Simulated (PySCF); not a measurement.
# [Yb(H2O)7]3+: forces at shaken geometries

How stiff is [Yb(H2O)7]3+? Its atoms are displaced at random by several amounts. It is a constructed species; whether it can be made isn't addressed.

Program: PySCF 2.14.0. Level of theory: BP86, Yb lcecp-1-SVP with ECP59, O def2-SVP, H def2-SVP; scalar-relativistic core potentials, no spin–orbit coupling. These are calculated values, not measurements.

4 further runs of the same task are left out: 2 for a known fault of the program, 2 that didn't finish.

**1. The starting structure**

22 atoms, charge 3, spin multiplicity 1.

Bond lengths: Yb1–O2 2.327 Å, Yb1–O5 2.327 Å, Yb1–O8 2.403 Å, Yb1–O11 2.386 Å, Yb1–O14 2.396 Å, Yb1–O17 2.396 Å, Yb1–O20 2.386 Å, O2–H3 0.988 Å, O2–H4 0.988 Å, O5–H6 0.988 Å, O5–H7 0.988 Å, O8–H9 0.984 Å, O8–H10 0.984 Å, O11–H12 0.984 Å, O11–H13 0.984 Å, O14–H15 0.984 Å, O14–H16 0.984 Å, O17–H18 0.984 Å and more. Angles: O2–Yb1–O5 179.8°, O2–Yb1–O8 90.1°, O2–Yb1–O11 90.0°, O2–Yb1–O14 89.9°, O2–Yb1–O17 89.9°, O2–Yb1–O20 90.0°, O5–Yb1–O8 90.1°, O5–Yb1–O11 90.0°, O5–Yb1–O14 89.9°, O5–Yb1–O17 89.9°, O5–Yb1–O20 90.0°, O8–Yb1–O11 72.0°, O8–Yb1–O14 144.0°, O8–Yb1–O17 144.0°, O8–Yb1–O20 72.0°, O11–Yb1–O14 72.0°, O11–Yb1–O17 144.0°, O11–Yb1–O20 144.0° and more.

Geometry (Å):

```xyz
22

Yb    0.0000    0.0000    0.0000
O    -0.0032    0.0000    2.3269
H     0.7698    0.0000    2.9416
H    -0.7785    0.0000    2.9388
O    -0.0032    0.0000   -2.3269
H     0.7698    0.0000   -2.9416
H    -0.7785    0.0000   -2.9388
O     2.4029    0.0000    0.0000
H     3.0158    0.0000    0.7700
H     3.0158    0.0000   -0.7700
O     0.7377    2.2686    0.0000
H     0.9037    2.8516    0.7752
H     0.9037    2.8516   -0.7752
O    -1.9383    1.4091    0.0000
H    -2.4061    1.8012    0.7721
H    -2.4061    1.8012   -0.7721
O    -1.9383   -1.4091    0.0000
H    -2.4061   -1.8012    0.7721
H    -2.4061   -1.8012   -0.7721
O     0.7377   -2.2686    0.0000
H     0.9037   -2.8516    0.7752
H     0.9037   -2.8516   -0.7752
```

Formal oxidation states: Yb +3. Each metal's 13 4f electrons lie in its core potential, so multiplicities, spins and levels count the valence alone. An earlier session relaxed this geometry at BP86, Yb lcecp-1-SVP with ECP59, O def2-SVP, H def2-SVP (singlet, point group C2v). Its vibrations showed it to be a saddle point, relaxed within its symmetry.

Its energy there is -573.281143 Eh.

**2. Atoms moved at random, σ = 0.1 Å**

run.py (the lines that set the calculation) reads:

```python
mol = gto.M(atom='''
Yb    -0.08710    -0.04327    -0.02277
O      0.01368    -0.00174     2.16069
H      0.93083    -0.11339     2.90108
H     -0.81952    -0.00778     2.83704
O      0.14915     0.04373    -2.26954
H      0.66593    -0.02150    -2.93479
H     -0.80908    -0.18622    -2.80317
O      2.45197     0.02685     0.08880
H      3.13553    -0.01862     0.71463
H      2.98870    -0.06308    -0.84359
O      0.65143     2.35966    -0.01566
H      0.89947     3.01859     0.78104
H      0.95563     2.87082    -0.80736
O     -2.02620     1.29483    -0.05636
H     -2.48416     1.85974     0.59810
H     -2.28467     1.69551    -0.59328
O     -2.03678    -1.44296     0.03153
H     -2.40779    -1.68915     0.85229
H     -2.34954    -1.63686    -0.54996
O      0.60924    -2.24826    -0.07567
H      1.05432    -2.83382     0.81013
H      0.79917    -2.86309    -0.80317''',
    basis={'Yb': 'lcecp-1-SVP', 'O': 'def2-SVP', 'H': 'def2-SVP'},
    ecp={'Yb': 'lcecp-1-SVP'},
    charge=3, spin=0)
mf = dft.RKS(mol, xc='B88,P86')
mf.grids.atom_grid = (50, 194)  # f atoms: unpruned, at least (60, 302)
mf = mf.density_fit()  # fitting sets: Yb AutoAux, O def2-universal-JKFIT, H def2-universal-JKFIT
mf.conv_tol = 1e-08; mf.max_cycle = 55
mf.kernel(dm0)  # dm0: the density of the relaxed state
```

Started as:

```console
$ OMP_NUM_THREADS=4 python run.py
```

**3. Atoms moved at random, σ = 0.1 Å**

run.py (the lines that set the calculation) reads:

```python
mol = gto.M(atom='''
Yb    -0.07414     0.02586     0.01618
O      0.05187     0.08178     2.37489
H      0.82267    -0.02124     2.89959
H     -0.84666    -0.00451     2.96645
O     -0.04972    -0.20512    -2.21007
H      0.80614     0.12794    -2.98876
H     -0.64102     0.09821    -2.84536
O      2.41856     0.20570     0.07297
H      3.10600     0.02441     0.83802
H      3.04309    -0.03666    -0.88858
O      0.61888     2.33899     0.02508
H      0.89662     2.84093     0.78371
H      0.86443     2.99761    -0.91098
O     -2.16643     1.28419    -0.10451
H     -2.43955     1.70147     0.73528
H     -2.43536     1.77665    -0.81872
O     -1.81723    -1.47514    -0.01040
H     -2.42523    -1.90268     0.81153
H     -2.34083    -1.81947    -0.61472
O      0.69589    -2.35500    -0.06193
H      0.79077    -2.81109     0.71890
H      1.12145    -2.87283    -0.78857''',
    basis={'Yb': 'lcecp-1-SVP', 'O': 'def2-SVP', 'H': 'def2-SVP'},
    ecp={'Yb': 'lcecp-1-SVP'},
    charge=3, spin=0)
mf = dft.RKS(mol, xc='B88,P86')
mf.grids.atom_grid = (50, 194)  # f atoms: unpruned, at least (60, 302)
mf = mf.density_fit()  # fitting sets: Yb AutoAux, O def2-universal-JKFIT, H def2-universal-JKFIT
mf.conv_tol = 1e-08; mf.max_cycle = 55
mf.kernel(dm0)  # dm0: the density of the relaxed state
```

**4. Atoms moved at random, σ = 0.15 Å**

run.py (the lines that set the calculation) reads:

```python
mol = gto.M(atom='''
Yb     0.04331    -0.14321    -0.06600
O      0.15338    -0.20323     2.38810
H      0.99576     0.10548     3.01834
H     -0.60645     0.45741     2.86174
O     -0.04933    -0.05802    -2.21989
H      0.50190     0.10267    -3.00717
H     -0.69244     0.10009    -3.31660
O      2.43880     0.00256    -0.06225
H      3.02137     0.03556     0.64747
H      3.10291     0.05252    -0.73982
O      0.67985     2.22519     0.02550
H      0.99052     2.79070     0.93596
H      0.97674     2.86391    -0.62054
O     -2.04839     1.61606    -0.07033
H     -2.40075     1.76279     0.60371
H     -2.32796     1.92678    -0.88646
O     -2.10119    -1.38021     0.19611
H     -2.39962    -1.84033     0.88085
H     -2.66484    -1.86398    -0.76089
O      0.87813    -2.54845    -0.00153
H      0.62334    -2.88828     0.85094
H      0.88516    -3.11604    -0.65724''',
    basis={'Yb': 'lcecp-1-SVP', 'O': 'def2-SVP', 'H': 'def2-SVP'},
    ecp={'Yb': 'lcecp-1-SVP'},
    charge=3, spin=0)
mf = dft.RKS(mol, xc='B88,P86')
mf.grids.atom_grid = (50, 194)  # f atoms: unpruned, at least (60, 302)
mf = mf.density_fit()  # fitting sets: Yb AutoAux, O def2-universal-JKFIT, H def2-universal-JKFIT
mf.conv_tol = 1e-08; mf.max_cycle = 55
mf.kernel(dm0)  # dm0: the density of the relaxed state
```

Before running it: what results should come out? Wanted: for each run, σ; energy rise; harmonic estimate −½ F·u; largest force component.

**Answer**, as computed:

| σ (Å) | energy rise (eV) | harmonic estimate −½ F·u (eV) | largest force component (eV/Å) |
| --- | --- | --- | --- |
| 0.1 | 10.836 | 13.419 | 35.72 |
| 0.1 | 3.876 | 3.476 | 8.69 |
| 0.15 | 7.183 | 7.059 | 17.34 |

Every displacement raises the energy. For a harmonic well the rise equals −½ F·u; the two differ by at most 24 % here (a move with σ = 0.1 Å), from anharmonicity, the grid and the small forces left at the relaxed point. The bases are small and lack diffuse functions. Spin–orbit coupling is left out.
